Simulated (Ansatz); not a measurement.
Relaxation of a periodic cell of 17 atoms, Ta₁₆F (host Ta, host structure bcc, interstitial F), to a largest force component of 0.03 eV/Å in at most 60 steps.

Theory: Ansatz 0.2.0, DFT PBE, scalar-relativistic, plane waves, PAW. Settings: cutoff 420 eV, k mesh 3x3x3, gaussian smearing 0.1 eV, no spin polarisation.

```xyz
17
Lattice="6.6200 0.0000 0.0000 0.0000 6.6200 0.0000 0.0000 0.0000 6.6200" Properties=species:S:1:pos:R:3
Ta 0.000 0.000 0.000
Ta 3.310 0.000 0.000
Ta 0.000 3.310 0.000
Ta 0.000 0.000 3.310
Ta 1.655 1.655 1.655
Ta 3.310 3.310 0.000
Ta 3.310 0.000 3.310
Ta 4.965 1.655 1.655
Ta 0.000 3.310 3.310
Ta 1.655 4.965 1.655
Ta 1.655 1.655 4.965
Ta 3.310 3.310 3.310
Ta 4.965 4.965 1.655
Ta 4.965 1.655 4.965
Ta 1.655 4.965 4.965
Ta 4.965 4.965 4.965
F 4.946 0.033 2.416
```

Q: Where does it end, and by what steps?

A: The forces met the threshold. The force dipped under the threshold on the way, but the program's further checks kept it going. Limits of this set-up: coarse k mesh, odd electron count without spin, a small cell, in which the defect meets its images. After 9 steps the energy has fallen by 3.641 eV; F17 moved furthest, 0.74 Å. The start is strongly strained (largest force component 9 eV/Å).

| step | energy less start (eV) | largest force component (eV/Å) | accepted |
| --- | --- | --- | --- |
| 0 | 0.0000 | 8.504 | yes |
| 1 | -2.7041 | 2.363 | yes |
| 2 | -2.8351 | 1.165 | yes |
| 3 | -3.3001 | 0.493 | yes |
| 4 | -3.4170 | 0.426 | yes |
| 5 | -3.5656 | 0.319 | yes |
| 6 | -3.6341 | 0.133 | yes |
| 7 | -3.6392 | 0.214 | yes |
| 8 | -3.6412 | 0.027 | yes |
| 9 | -3.6412 | 0.028 | yes |

```xyz
17
Lattice="6.6200 0.0000 0.0000 0.0000 6.6200 0.0000 0.0000 0.0000 6.6200" Properties=species:S:1:pos:R:3
Ta 0.054 0.001 -0.009
Ta 3.254 0.002 -0.010
Ta 0.039 3.312 0.004
Ta 0.055 0.001 3.412
Ta 1.654 1.643 1.701
Ta 3.268 3.312 0.004
Ta 3.253 0.002 3.412
Ta 4.964 1.993 1.703
Ta 0.043 3.311 3.399
Ta 1.654 4.979 1.700
Ta 1.654 1.632 5.010
Ta 3.265 3.312 3.398
Ta 4.964 4.638 1.703
Ta 4.964 1.643 5.009
Ta 1.654 4.989 5.010
Ta 4.964 4.979 5.009
F 4.963 0.006 1.680
```

Time of the run: 65 s on 4 threads of Intel(R) Xeon(R) 6975P-C (Granite Rapids) (shared host), peak memory 1.2 GiB.
